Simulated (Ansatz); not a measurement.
## CH5B2F, SMILES CBBF: a rigid torsion scan

Program: the Python package of Ansatz (0.2.0).

Script `ch5b2f.py`:
```python
import ansatz as az
from ase import Atoms

atoms = Atoms(["C", "B", "B", "F", "H", "H", "H", "H", "H"], positions=[
    [-0.2075, 1.1463, -0.2992],
    [0.6412, -0.0934, -0.0541],
    [-0.0749, -1.521, 0.4115],
    [-1.3973, -1.6061, 0.6089],
    [-0.9885, 0.9688, -1.1321],
    [-0.7956, 1.4779, 0.6189],
    [0.4136, 2.0429, -0.6174],
    [1.8537, -0.0106, -0.2091],
    [0.6439, -2.4512, 0.6557],
])

first = (
    az.Crystal.molecule_from_ase(atoms).calculation()
    .basis(gaussian="6-31G*")
    .functional("b3lyp", dispersion="d3bj")
    .relax(force_tolerance=0.02, max_steps=80)
)
atoms.positions = first.run(threads=1).report["positions_ang"]

start = atoms.get_dihedral(0, 1, 2, 3)
energies = {}
for turn in range(0, 360, 30):
    turned = atoms.copy()
    turned.set_dihedral(0, 1, 2, 3, start + turn, indices=[2, 3, 8])
    job = (
        az.Crystal.molecule_from_ase(turned).calculation()
        .basis(gaussian="6-31G*")
        .functional("b3lyp", dispersion="d3bj")
    )
    energies[round((start + turn) % 360)] = job.run(threads=1).report["free_energy_ev"]
floor = min(energies.values())
print("dihedral C0-B1-B2-F3 (deg)   E - E(min) (kJ/mol)")
for angle, e in sorted(energies.items()):
    print(f"{angle:8d} {96.485332 * (e - floor):14.3f}  " + "#" * int(30 * (e - floor) / max(max(energies.values()) - floor, 1e-9)))
```

```console
$ python ch5b2f.py
dihedral C0-B1-B2-F3 (deg)   E - E(min) (kJ/mol)
      28         17.554  #####################
      58          5.598  ######
      88          0.000
     118          5.576  ######
     148         17.528  #####################
     178         24.057  ##############################
     208         18.127  ######################
     238          6.636  ########
     268          0.968  #
     298          5.972  #######
     328         17.413  #####################
     358         23.895  #############################
```

The scan is rigid and the energies are electronic, in a modest basis. With rigid groups the curve can differ much from the relaxed path, the start wasn't checked as a minimum of this torsion, and equivalent turns needn't return to the same energy. b3lyp holds the VWN-RPA fit, as in Gaussian; the form of ORCA and Turbomole is b3lyp5. Timing: 47 s on 1 thread of Intel(R) Xeon(R) Processor @ 2.30GHz (shared host), peak memory 0.25 GiB.
